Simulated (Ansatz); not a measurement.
# CH₆B₂ClGa: a ladder of functionals and wavefunction methods

One table from this session's results is given with a row withheld; the runs are named, their logs left out.

Computed with Ansatz 0.2.0, Gaussian basis. Level: functionals in def2-TZVPP, the program's frozen cores in correlated methods.

Plan: LDA (SPW92), PBE-D4, revPBE-D4, BLYP-D4, r2SCAN-D4, B97M-V, PBE0-D4, B3LYP-D4, r2SCANh-D4, r2SCAN0-D4, HSE06-D4, BHLYP-D4, CAM-B3LYP-D4, LC-ωPBE, ωB97X-V, ωB97M-V, B2PLYP, PBE-QIDH; CCSD(T)/def2-SVP; CCSD(T)/def2-TZVPP; MP2/def2-QZVPP; extrapolation to the limit; RPA on PBE.

## The geometry

The geometry comes from an earlier relaxation with PBE0-D4 in a triple-zeta def2 set; it is a stationary point, not always the lowest conformer.

11 atoms, charge 0, spin multiplicity 1.

Atoms are counted from 1 here; the program's logs count them from 0.

Bond lengths: B1–B2 1.543 Å, B1–Ga4 2.129 Å, B1–H6 1.218 Å, B1–H7 1.198 Å, B2–C3 1.516 Å, C3–H8 1.096 Å, C3–H9 1.096 Å, C3–H10 1.092 Å, Ga4–Cl5 2.186 Å, Ga4–H11 1.567 Å. Angles: B2–B1–Ga4 86.6°, B2–B1–H6 114.4°, B2–B1–H7 124.5°, Ga4–B1–H6 88.4°, Ga4–B1–H7 106.3°, H6–B1–H7 119.6°, B1–B2–C3 175.6°, B2–C3–H8 110.1°, B2–C3–H9 109.3°, B2–C3–H10 112.6°, H8–C3–H9 106.9°, H8–C3–H10 108.5°, H9–C3–H10 109.3°, B1–Ga4–Cl5 120.7°, B1–Ga4–H11 126.6°, Cl5–Ga4–H11 111.5°.

The first run:

in.yaml

```yaml
crystal:
  periodic: [false, false, false]
  atoms:
    - {symbol: B, position_ang: [0.488125, 1.318328, -0.632235]}
    - {symbol: B, position_ang: [0.660001, 0.236062, 0.454024]}
    - {symbol: C, position_ang: [0.736186, -0.882069, 1.475233]}
    - {symbol: Ga, position_ang: [-1.040661, 0.079862, -1.445164]}
    - {symbol: Cl, position_ang: [-2.570502, -0.798004, -0.154001]}
    - {symbol: H, position_ang: [-0.365189, 2.150063, -0.381726]}
    - {symbol: H, position_ang: [1.267564, 1.517852, -1.520013]}
    - {symbol: H, position_ang: [1.203016, -1.767963, 1.028928]}
    - {symbol: H, position_ang: [-0.278619, -1.171699, 1.770983]}
    - {symbol: H, position_ang: [1.305335, -0.600300, 2.364005]}
    - {symbol: H, position_ang: [-1.405256, -0.082132, -2.960044]}
basis:
  gaussian: {orbitals: def2-TZVPP}
hamiltonian: {xc: lda}
output: {orbitals: {seedname: orbitals}}
```

Started as:

```sh
> ansatz run in.yaml --threads 4 --pin off --events-out ev --progress --plain --max-ram 10444MiB
```

Steps of the session up to this table: LDA; PBE-D4 (GGA); revPBE-D4 (GGA); BLYP-D4 (GGA); r2SCAN-D4 (meta-GGA); B97M-V (meta-GGA); B3LYP-D4 (hybrid); r2SCANh-D4 (hybrid); r2SCAN0-D4 (hybrid); HSE06-D4 (hybrid); BHLYP-D4 (hybrid); CAM-B3LYP-D4 (range-separated); LC-ωPBE (range-separated); ωB97X-V (range-separated); ωB97M-V (range-separated); B2PLYP (double hybrid); PBE-QIDH (double hybrid).

One of the session's tables, all rows but one given; the rest of the session is left out.

```
  functional  HOMO (eV)  LUMO (eV)  gap (eV)
 LDA (SPW92)      -6.20      -2.83      3.37
      PBE-D4      -6.07      -2.64      3.43
   revPBE-D4      -6.01      -2.55      3.46
     BLYP-D4      -5.91      -2.50      3.41
   r2SCAN-D4      -6.27      -2.35      3.92
      B97M-V      -6.31      -2.35      3.96
     PBE0-D4      -7.07      -1.71      5.36
    B3LYP-D4      -6.87      -1.93      4.94
  r2SCANh-D4      -6.64      -2.03      4.61
  r2SCAN0-D4      -7.20      -1.56      5.64
    HSE06-D4      -6.68      -2.09      4.59
    BHLYP-D4      -7.92      -0.80      7.12
CAM-B3LYP-D4      -8.26      -0.66      7.60
     LC-ωPBE          ?          ?         ?
     ωB97X-V      -9.21       0.33      9.54
     ωB97M-V      -9.06       0.15      9.20
```

Estimate the missing values for LC-ωPBE.

The run gave: HOMO (eV): -9.54; LUMO (eV): 0.44; gap (eV): 9.98. In the column «HOMO (eV)» it is the lowest.
